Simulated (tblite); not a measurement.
# C2H11FN2Si2: the cost of one run

Programs: tblite 0.8.0 and PySCF 2.14.0, with density-fitted response routines of our own. Each step states its level of theory. These are calculated values for one molecule in the gas phase, unless marked as measured. Atoms are numbered from 0 throughout.

## 1. Starting geometry

18 atoms, charge 0, multiplicity 1; geometry from: force field or distance geometry start.

Bonds of the start (Å): N0–Si1 1.79, Si1–F2 1.69, Si1–N3 1.79, N3–C4 1.44, C4–C5 1.51, C5–Si6 1.87, N0–H7 1.02, N0–H8 1.05, Si1–H9 1.45, N3–H10 1.02, C4–H11 1.12, C4–H12 1.11, C5–H13 1.11, C5–H14 1.10, Si6–H15 1.49, Si6–H16 1.47, Si6–H17 1.45.

## 2. Geometry optimisation with GFN2-xTB

What the job is given:

```
{"job": {"kind": "relax", "xc": "GFN2-xTB", "basis": "xTB"}, "charge": 0, "multiplicity": 1}
N     -2.376900     1.958300     0.179500
Si    -2.220900     0.170900     0.201200
F     -2.898900    -0.448700     1.623100
N     -0.466300    -0.168400     0.315200
C      0.021100    -1.040300    -0.722800
C      1.500000    -1.310100    -0.610500
Si     2.521400     0.249500    -0.692400
H     -3.156600     2.199500    -0.439800
H     -1.488800     2.414400    -0.147600
H     -2.814000    -0.378700    -0.998100
H      0.029300     0.718500     0.245300
H     -0.143500    -0.606100    -1.737200
H     -0.574500    -1.976400    -0.670900
H      1.718100    -1.804800     0.361100
H      1.872100    -1.980800    -1.399600
H      2.823200     0.653200     0.709400
H      3.791600     0.007000    -1.392300
H      1.854800     1.349300    -1.364600
```

Command:

```console
$ OMP_NUM_THREADS=1 python probes_run.py task.json out
```

One launch serves the whole session: the jobs run in the order shown.

**Question.** How long does this first job take on 1 thread of Arm Neoverse N1, shared host?

About 2.8 s.
